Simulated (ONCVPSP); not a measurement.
**Pseudopotential generation for nickel: ONCV, PBE**

Task: generate the file, and judge it by its errors in other configurations, its logarithmic derivatives, its ghosts and its cutoff.

The numbers are computed with ONCVPSP 4.0.1.1 (patched build) (PBE, scalar-relativistic, spin-unpolarised reference atom).

### 1 The design

The settings as typed:

| Quantity | Value |
| --- | --- |
| element | nickel (Ni, Z = 28) |
| type | optimised norm-conserving Vanderbilt (ONCV) |
| frozen core | [Ne] 3s2 |
| valence charge | 16 |
| reference configuration | 3p6 3d8 4s2 |
| partial waves | 4s: rc 2.00 bohr, ncon 3, nbas 7, qcut 3.4 1/bohr, 2 projectors, debl 2.3 Ha; 3p: rc 1.15 bohr, ncon 4, nbas 8, qcut 9.7 1/bohr, 1 projector; 3d: rc 1.20 bohr, ncon 4, nbas 9, qcut 11.7 1/bohr, 2 projectors, debl 1.5 Ha |
| local potential | polynomial inside 0.90 bohr (lpopt 3, dvloc0 2 Ha) |
| core correction | polynomial model core, fcfact 0.7 |

The outer shells as boxes (Hund's rule for the drawing; the calculation is spin-unpolarised):

```
[Ne] core
3s [↑↓]
3p [↑↓][↑↓][↑↓]
3d [↑↓][↑↓][↑↓][↑ ][↑ ]
4s [↑↓]
```

### 2 Generation

Contents of Ni.dat:

```
# ATOM AND REFERENCE CONFIGURATION
# atsym  z   nc   nv     iexc    psfile
  Ni 28.00    4    3        4      upf
#
#   n    l    f
    1    0    2.00
    2    0    2.00
    2    1    6.00
    3    0    2.00
    3    1    6.00
    3    2    8.00
    4    0    2.00
#
# PSEUDOPOTENTIAL AND OPTIMIZATION
# lmax
    2
#
#   l,   rc,      ep,       ncon, nbas, qcut
    0    2.00    0.00    3    7    3.40
    1    1.15    0.00    4    8    9.70
    2    1.20    0.00    4    9   11.70
#
# LOCAL POTENTIAL
# lloc, lpopt,  rc(5),   dvloc0
    4    3    0.90    2.00
#
# VANDERBILT-KLEINMAN-BYLANDER PROJECTORs
# l, nproj, debl
    0    2    2.30
    1    1    3.00
    2    2    1.50
#
# MODEL CORE CHARGE
# icmod, fcfact, rcfact
    1    0.70    0.00
#
# LOG DERIVATIVE ANALYSIS
# epsh1, epsh2, depsh
   -4.00    5.00    0.02
#
# OUTPUT GRID
# rlmax, drl
    6.00    0.01
#
# TEST CONFIGURATIONS
# ncnf
    4
# nvcnf
#   n    l    f
    3
    3    1    6.00
    3    2    8.00
    4    0    1.00
#
    3
    3    1    6.00
    3    2    8.00
    4    0    0.00
#
    3
    3    1    6.00
    3    2    7.00
    4    0    0.00
#
    4
    3    1    6.00
    3    2    8.00
    4    0    0.00
    4    1    1.00
#
```

Launch:

```sh
$ oncvpsp.x < Ni.dat > Ni.out
```

**Question.** What will these runs give? Wanted: cutoffs for 1 and 0.1 mHa per electron, occupied waves; bound ghosts; GHOST(+) flags; largest test error; largest phase difference near zero energy, channels read; rms error of d²Exc/dn², without and with the model core.

**Answer**, as computed:

| quantity | value |
| --- | --- |
| cutoffs for 1 and 0.1 mHa per electron, occupied waves | 60 Ha and 67 Ha |
| bound ghosts | s at -7.61 eV |
| GHOST(+) flags | none at low energy |
| largest test error (AE − PS) | +47 meV, for 3p6 3d7 4s0 |
| largest phase difference near zero energy, channels read | 3.139 rad |
| rms error of d²Exc/dn², without and with the model core | 3.58 and 1.03 mHa |

In words: It has a bound ghost (s), a state that the atom doesn't have, and that rules the file out. By total energies transferability is fair: the largest error is 47 meV on 64.1 eV, for 3p6 3d7 4s0. That test lies far up in energy; among those under 40 eV, nearer to bonding, the largest error is 41 meV. By its cutoff, 60 Ha for the looser tolerance, it is hard. At the looser tolerance the 3d wave is the slowest; 3p needs 39 Ha. Of the channels read, s scatters worst near zero energy, by up to 3.14 rad (at the energies tabulated). A step near π is an extra or missing state, not a misfit of shape. The pseudo curves have a pole with no partner nearby in the atom's: s at -0.27 Ha.
